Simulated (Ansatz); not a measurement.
# C2H4SSi: how energies converge with the basis set

An exercise on one series of results from a longer session: the logs are not shown, and one member is left open.

Computed with Ansatz 0.2.0, Gaussian basis. Level: one geometry, several basis sets.

The runs, in order: PBE0-D4/def2-SVP; ωB97M-V/def2-SVP; PBE0-D4/def2-QZVPP; ωB97M-V/def2-QZVPP; the functionals' def2-TZVPP values are taken from earlier runs.

**The geometry**

All runs share one geometry, relaxed beforehand with PBE0-D4 in a triple-zeta def2 set.

SMILES `C#CS[SiH3]`, 8 atoms, charge 0, spin multiplicity 1.

Atoms are counted from 1 here; the program's logs count them from 0.

Bond lengths: C1–C2 1.204 Å, C1–H5 1.064 Å, C2–S3 1.681 Å, S3–Si4 2.155 Å, Si4–H6 1.481 Å, Si4–H7 1.481 Å, Si4–H8 1.484 Å. Angles: C2–C1–H5 179.9°, C1–C2–S3 178.5°, C2–S3–Si4 96.2°, S3–Si4–H6 109.8°, S3–Si4–H7 109.8°, S3–Si4–H8 104.6°, H6–Si4–H7 110.4°, H6–Si4–H8 111.0°, H7–Si4–H8 111.0°.

The first run:

Input file in.yaml:

```yaml
crystal:
  periodic: [false, false, false]
  atoms:
    - {symbol: C, position_ang: [2.057261, 1.117593, 0.061528]}
    - {symbol: C, position_ang: [1.392362, 0.167774, 0.387945]}
    - {symbol: S, position_ang: [0.498418, -1.173926, 0.865310]}
    - {symbol: Si, position_ang: [-1.325018, -0.606223, -0.132703]}
    - {symbol: H, position_ang: [2.646286, 1.955975, -0.225797]}
    - {symbol: H, position_ang: [-1.810822, 0.686152, 0.404281]}
    - {symbol: H, position_ang: [-1.088749, -0.503642, -1.591550]}
    - {symbol: H, position_ang: [-2.277738, -1.701005, 0.175286]}
basis:
  gaussian: {orbitals: def2-SVP}
hamiltonian: {xc: pbe0, dispersion: d4}
output: {orbitals: {seedname: orbitals}}
```

On the command line:

```console
$ ansatz run in.yaml --threads 2 --pin off --events-out ev --progress --plain --max-ram 4352MiB
```

Among the steps run: PBE0-D4 in def2-SVP; ωB97M-V in def2-SVP; PBE0-D4 in def2-QZVPP; ωB97M-V in def2-QZVPP.

One of the session's tables, all rows but one given; the rest of the session is left out.

| functional | basis | HOMO (eV) | LUMO (eV) |
| --- | --- | --- | --- |
| PBE0-D4 | def2-SVP | ? | ? |
| PBE0-D4 | def2-TZVPP | -6.97 | -0.33 |
| PBE0-D4 | def2-QZVPP | -6.99 | -0.43 |
| ωB97M-V | def2-SVP | -8.97 | 2.02 |
| ωB97M-V | def2-TZVPP | -9.07 | 1.48 |
| ωB97M-V | def2-QZVPP | -9.09 | 1.13 |

**Question.** Estimate the row for PBE0-D4, def2-SVP.

The run gave: HOMO (eV): -6.91; LUMO (eV): -0.04. In the column «HOMO (eV)» it is the highest.
